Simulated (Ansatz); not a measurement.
# La3O: the cost of one run

Method: DFT PBE, scalar-relativistic, plane waves, PAW, in Ansatz 0.2.0.

### Step 1. The structure to begin with

The structure is cubic, space group Im-3m (No. 229). The conventional cell has a = 5.921 Å, b = 5.921 Å, c = 5.921 Å, α = 90.00°, β = 90.00°, γ = 90.00°. La (site symmetry 4/mmm) is surrounded by 4 La at 2.96 Å and 2 O at 2.96 Å. O (site symmetry m-3m) has 6 La at 2.96 Å as nearest neighbours.

Coordinates:

```xyz
4
Lattice="-2.9607 2.9607 2.9607 2.9607 -2.9607 2.9607 2.9607 2.9607 -2.9607" Properties=species:S:1:pos:R:3 pbc="T T T"
La    2.9607    0.0000    0.0000
La    0.0000    2.9607    0.0000
La    0.0000    0.0000    2.9607
O     0.0000    0.0000    0.0000
```

Recipe of the guess: species swapped into a database cell of Sb3Au (Im-3m, No. 229), with La on the Sb sites and O on the Au sites. Its size is a rough estimate.

### Step 2. The guess as it stands, on a coarse mesh

File input.yaml:

```yaml
crystal:
  lattice:
    - [-2.96068593, 2.96068593, 2.96068593]
    - [2.96068593, -2.96068593, 2.96068593]
    - [2.96068593, 2.96068593, -2.96068593]
  atoms:
    - { symbol: La, position: [0.0, 0.5, 0.5] }
    - { symbol: La, position: [0.5, 0.0, 0.5] }
    - { symbol: La, position: [0.5, 0.5, 0.0] }
    - { symbol: O, position: [0.0, 0.0, 0.0] }
basis:
  ecutwfc: 420
kpoints:
  mp_grid: { grid: [4, 4, 4] }
hamiltonian:
  xc: pbe
scf:
  occupations: { method: gaussian, width: 0.1 }
  lower_state_search: "off"
output:
  forces: true
  stress: true
  eigenvalues: true
```

Run with:

```
$ ansatz run input.yaml --threads 1 --pin off --max-ram 2560MiB --backend cpu --events-out ev --progress --plain --runs-dir out
```

What time and memory should one allow on 1 thread of Intel Xeon 6975P-C (Granite Rapids), shared host?

About 1.3 s, with a peak of 0.4 GiB.
